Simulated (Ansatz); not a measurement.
**Cu+ with CH4: superposition error and deformation**

One table from this session's results is given with a row withheld; the runs are named, their logs left out.

Computed with Ansatz 0.2.0, Gaussian basis. Level: PBE0-D4 structures, single points in def2-TZVPPD.

Levels: PBE-D4, revPBE-D4, BLYP-D4, r2SCAN-D4, B97M-V, PBE0-D4, B3LYP-D4, HSE06-D4, wB97X-V, wB97M-V, B2PLYP, Hartree-Fock, MP2, CCSD, CCSD(T).

Correlated methods freeze the cores. The 3s and 3p shells of Cu and Zn are frozen; filled d shells are correlated. B3LYP uses VWN-RPA correlation. B2PLYP carries no dispersion term here.

129 further runs of the same task are left out: 129 set aside as unsound or not needed.

## The starting structure

The relaxed pair: 6 atoms, charge 1, spin multiplicity 1.

Atoms are counted from 1 here; the program's logs count them from 0.

Bond lengths: Cu1–C2 2.165 Å, Cu1–H3 1.891 Å, Cu1–H5 1.891 Å, C2–H3 1.119 Å, C2–H4 1.088 Å, C2–H5 1.119 Å, C2–H6 1.089 Å. Angles: C2–Cu1–H3 31.1°, C2–Cu1–H5 31.1°, H3–Cu1–H5 62.1°, Cu1–C2–H3 60.8°, Cu1–C2–H4 121.0°, Cu1–C2–H5 60.8°, Cu1–C2–H6 126.5°, H3–C2–H4 106.5°, H3–C2–H5 121.4°, H3–C2–H6 105.0°, H4–C2–H5 106.5°, H4–C2–H6 112.5°, H5–C2–H6 105.0°, Cu1–H3–C2 88.1°, Cu1–H5–C2 88.1°.

Coordinates:

```csv
atom,x (Å),y (Å),z (Å)
Cu1,0.17385,-0.64545,-1.69674
C2,-0.03419,0.12580,0.31576
H3,-0.89753,-0.40672,-0.15687
H4,-0.36164,1.14775,0.49371
H5,0.95886,0.19482,-0.19550
H6,0.16065,-0.41620,1.23954
```

Atoms 1 to 1 are fragment A (Cu+), the rest fragment B (CH4). From earlier runs, pair energy (eV) and counterpoise interaction (meV):

```csv
method,E(pair),interaction
PBE-D4,-45727.62939,-1437
revPBE-D4,-45733.18325,-1259
BLYP-D4,-45737.94549,-1324
r2SCAN-D4,-45734.79694,-1449
B97M-V,-45726.67406,-1359
PBE0-D4,-45728.05650,-1209
B3LYP-D4,-45737.61965,-1181
HSE06-D4,-45727.90506,-1204
wB97X-V,-45731.43582,-1116
wB97M-V,-45732.78281,-1115
B2PLYP,-45727.40431,-1082
MP2,-45703.75200,-981
CCSD(T),-45703.23066,-926
```

First each fragment is run alone in its own basis, frozen in the shape it has in the pair (a, b).

The first run:

Input file a/in.yaml:

```yaml
crystal:
  periodic: [false, false, false]
  atoms:
    - {symbol: Cu, position_ang: [0.173849, -0.645450, -1.696742]}
basis:
  gaussian: {orbitals: "def2-TZVPPD.json"}
total_charge: 1
hamiltonian: {xc: {name: wB97X-V}}
```

Input file b/in.yaml:

```yaml
crystal:
  periodic: [false, false, false]
  atoms:
    - {symbol: C, position_ang: [-0.034194, 0.125800, 0.315760]}
    - {symbol: H, position_ang: [-0.897532, -0.406720, -0.156873]}
    - {symbol: H, position_ang: [-0.361642, 1.147746, 0.493713]}
    - {symbol: H, position_ang: [0.958864, 0.194824, -0.195497]}
    - {symbol: H, position_ang: [0.160654, -0.416199, 1.239539]}
basis:
  gaussian: {orbitals: "def2-TZVPPD.json"}
hamiltonian: {xc: {name: wB97X-V}}
```

The basis file named in the input lies beside it (Basis Set Exchange, JSON).

One command serves all of them, each in its own folder.

Command:

```bash
$ ansatz run in.yaml --threads 2 --pin off --events-out ev --progress --plain --max-ram 5222MiB
```

Among the steps run: wB97X-V/def2-TZVPPD; wB97M-V/def2-TZVPPD; B2PLYP/def2-TZVPPD; B97M-V/def2-TZVPPD; CCSD(T)/def2-TZVPPD; Relaxing CH4 alone; PBE-D4/def2-TZVPPD; r2SCAN-D4/def2-TZVPPD; PBE0-D4/def2-TZVPPD; B3LYP-D4/def2-TZVPPD; BLYP-D4/def2-TZVPPD; revPBE-D4/def2-TZVPPD; HSE06-D4/def2-TZVPPD.

One of the session's tables, all rows but one given; the rest of the session is left out.

```
      method  interaction with counterpoise (meV)
      PBE-D4                                -1437
   revPBE-D4                                -1259
     BLYP-D4                                -1324
   r2SCAN-D4                                -1449
      B97M-V                                -1359
     PBE0-D4                                -1209
    B3LYP-D4                                -1181
    HSE06-D4                                -1204
     wB97X-V                                -1116
     wB97M-V                                -1115
      B2PLYP                                -1082
Hartree-Fock                                    ?
         MP2                                 -981
        CCSD                                 -847
     CCSD(T)                                 -926
```

Q: Estimate the row for Hartree-Fock from the others.

As computed: interaction with counterpoise (meV): -417. In the column «interaction with counterpoise (meV)» it is the highest.
